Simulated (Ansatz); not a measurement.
# FH2ISn: up Jacob's ladder to CCSD(T)

The task here is to estimate one member of a computed series from the others.

Computed with Ansatz 0.2.0, Gaussian basis. Level: functionals in def2-TZVPP, the program's frozen cores in correlated methods.

Levels to be run: LDA (SPW92), PBE-D4, revPBE-D4, BLYP-D4, r2SCAN-D4, B97M-V, PBE0-D4, B3LYP-D4, r2SCANh-D4, r2SCAN0-D4, HSE06-D4, BHLYP-D4, CAM-B3LYP-D4, LC-ωPBE, ωB97X-V, ωB97M-V, B2PLYP, PBE-QIDH; CCSD(T)/def2-SVP; CCSD(T)/def2-TZVPP; CCSD(T)/def2-QZVPP; extrapolation to the limit; RPA on PBE.

### The geometry

An earlier PBE0-D4 in a triple-zeta def2 set relaxation fixed the geometry. Sn, I take the def2 core potential; no spin-orbit term is included.

5 atoms, charge 0, spin multiplicity 1.

Atoms are counted from 1 here; the program's logs count them from 0.

Bond lengths: F1–Sn2 1.918 Å, Sn2–I3 2.658 Å, Sn2–H4 1.697 Å, Sn2–H5 1.697 Å. Angles: F1–Sn2–I3 105.7°, F1–Sn2–H4 105.3°, F1–Sn2–H5 105.3°, I3–Sn2–H4 110.5°, I3–Sn2–H5 110.5°, H4–Sn2–H5 118.5°.

Geometry (Å):

```xyz
5

F    -0.9637    0.0325    1.5872
Sn   -0.1045    0.1375   -0.1239
I     1.9056   -1.5987   -0.0288
H    -1.2743   -0.3697   -1.2443
H     0.4869    1.7248   -0.2314
```

The first run:

The input, in.yaml:

```yaml
crystal:
  periodic: [false, false, false]
  atoms:
    - {symbol: F, position_ang: [-0.963742, 0.032477, 1.587150]}
    - {symbol: Sn, position_ang: [-0.104466, 0.137475, -0.123933]}
    - {symbol: I, position_ang: [1.905615, -1.598712, -0.028846]}
    - {symbol: H, position_ang: [-1.274286, -0.369659, -1.244305]}
    - {symbol: H, position_ang: [0.486879, 1.724820, -0.231366]}
basis:
  gaussian: {orbitals: def2-TZVPP}
hamiltonian: {xc: lda}
output: {orbitals: {seedname: orbitals}}
```

The run is started by

```console
> ansatz run in.yaml --threads 2 --pin off --events-out ev --progress --plain --max-ram 32768MiB --backend cpu
```

Steps of the session up to this table: LDA; PBE-D4 (GGA); revPBE-D4 (GGA); BLYP-D4 (GGA); r2SCAN-D4 (meta-GGA); B97M-V (meta-GGA); PBE0-D4 (hybrid); B3LYP-D4 (hybrid); r2SCANh-D4 (hybrid); r2SCAN0-D4 (hybrid); HSE06-D4 (hybrid); BHLYP-D4 (hybrid); CAM-B3LYP-D4 (range-separated); LC-ωPBE (range-separated); ωB97X-V (range-separated); ωB97M-V (range-separated); B2PLYP (double hybrid); PBE-QIDH (double hybrid).

One of the session's tables, all rows but one given; the rest of the session is left out.

It belongs to the step «Orbital energies across the functionals». 

```
  functional  HOMO (eV)  LUMO (eV)  gap (eV)
 LDA (SPW92)      -6.92      -2.78      4.14
      PBE-D4      -6.79      -2.53      4.25
   revPBE-D4          ?          ?         ?
     BLYP-D4      -6.61      -2.49      4.11
   r2SCAN-D4      -7.09      -2.31      4.79
      B97M-V      -7.11      -2.25      4.86
     PBE0-D4      -7.94      -1.69      6.25
    B3LYP-D4      -7.69      -1.98      5.71
  r2SCANh-D4      -7.51      -2.01      5.50
  r2SCAN0-D4      -8.14      -1.56      6.58
    HSE06-D4      -7.55      -2.06      5.49
    BHLYP-D4      -8.92      -0.82      8.09
CAM-B3LYP-D4      -9.18      -0.75      8.43
     LC-ωPBE     -10.53       0.44     10.97
     ωB97X-V     -10.19       0.33     10.52
     ωB97M-V     -10.06       0.15     10.21
```

Estimate the missing values for revPBE-D4.

**Answer.** HOMO (eV): -6.74; LUMO (eV): -2.45; gap (eV): 4.29. In the column «HOMO (eV)» it lies between PBE-D4 (-6.79) and BLYP-D4 (-6.61).
